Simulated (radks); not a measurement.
**Pd⁺ inside a hard spherical wall**

An exercise on one series of results from a longer session: the logs are not shown, and one member is left open.

Program: radks (a radial shooting solver on a logarithmic mesh, Libxc functionals) version 1. Level of theory: scalar-relativistic Kohn-Sham, PBE, spin-polarised, spherical densities, finite nucleus; open shells are filled with parallel spins first. These are calculated values, not measurements, unless marked.

## Starting point

```
element            : palladium (Z = 46)
charge             : +1
electrons          : 45
configuration      : [Kr] 4d9
nuclear rms radius : 4.5318 fm
```

Outer shells as boxes (Hund's rule):

Pd⁺
```
[Kr] core
4d [↑↓][↑↓][↑↓][↑↓][↑ ]
```

Set-up of the first run:

The run's settings:

```text
Z 46
configuration [Kr] 4d9 5s0 5p0 4f0
relativity scalar-relativistic
functional pbe,pbe
spin polarised
nucleus finite rms 4.5318 fm
c 137.035999084
```

Among the steps run: The free atom; Wall at 15 bohr; Wall at 10 bohr; Wall at 6 bohr; Wall at 3.5 bohr; Wall at 3 bohr; Wall at 2.5 bohr; Wall at 1.5 bohr.

One of the session's tables, all rows but one given; the rest of the session is left out.

```
R (bohr)  E − E(free) (eV)  ε(4d) (eV)  ε(5s, empty) (eV)  ε(5p, empty) (eV)
    free             0.000     -14.931            -11.181             -6.332
      15            -0.000     -14.931            -11.181             -6.332
      10             0.000     -14.931            -11.180             -6.314
       6                 ?           ?                  ?                  ?
     3.5             6.567     -10.756             -1.495              8.822
       3            17.848      -6.417              8.938             22.282
     2.5            53.122       3.285             33.549             51.899
     1.5            798.45      105.64             305.15             341.36
```

Estimate the missing values for R (bohr) = 6.

Worked estimate for «E − E(free) (eV)». A straight line through the neighbours (10, 0.000) and (3.5, 6.567) gives 0.000 + (6.567 − 0.000) × (6 − 10) / (3.5 − 10) = 4.041; a parabola fitted to 4 rows on both sides gives 4.996.

As computed: E − E(free) (eV): 0.063; ε(4d) (eV): -14.816; ε(5s, empty) (eV): -10.853; ε(5p, empty) (eV): -5.270. In «E − E(free) (eV)» the line misses by +3.978 and the parabola by +4.933. Between these rows the values bend or scatter more than so simple an estimate can follow.

In words: Eigenvalues are for spin up. Shells are not refilled when levels cross, and a hard wall is a model, not a crystal.
